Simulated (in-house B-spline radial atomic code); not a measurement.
# S¹⁰⁺: ionisation energy by several methods

An exercise on one series of results from a longer session: the logs are not shown, and one member is left open.

Method: non-relativistic, several functionals, spin-polarised; spherical all-electron atom at the radial basis limit. Code: in-house B-spline radial atomic code version 1.

### The atom as given

| Property | Result |
| --- | --- |
| element | sulfur (Z = 16) |
| charge | +10 |
| electrons | 6 |
| configuration | [He] 2s2 2p2 |
| nucleus | point |

Outer shells as boxes (Hund's rule):

[He] 2s2 2p2
```
[He] core
2s [↑↓]
2p [↑ ][↑ ][  ]
```

Where spins are not typed, each open shell is filled with up spins first.

Set-up of the first run:

The run's settings:

```ini
Z = 16
electrons = 6.0
configuration = [He] 2s2 2p2
hamiltonian = nr
method = scan,scan
spin_polarised = True
```

Among the steps run: SCAN, a meta-GGA; LDA (VWN5); exchange-only LDA; RPBE, a GGA; PBE, a GGA; TPSS, a meta-GGA; r2SCAN, a meta-GGA; M06-L, a meta-GGA; BLYP, a GGA.

One table of the session follows, with a row left open; its other results are not shown here.

| method | ΔSCF (eV) |
| --- | --- |
| LDA (VWN5) | 505.18 |
| exchange-only LDA | 503.19 |
| RPBE | 505.46 |
| PBE | 505.56 |
| BLYP | 505.97 |
| SCAN | 506.94 |
| TPSS | 505.91 |
| r2SCAN | ? |
| M06-L | 506.47 |

Estimate the missing values for r2SCAN.

As computed: ΔSCF (eV): 506.74. In the column «ΔSCF (eV)» it lies between M06-L (506.47) and SCAN (506.94).

Members of this set that are not shown: 12 used exact exchange with fractional occupations of an open shell, which is unsound here.

To keep in mind: Meta-GGA runs start from a PBE run whose iterations are not counted.
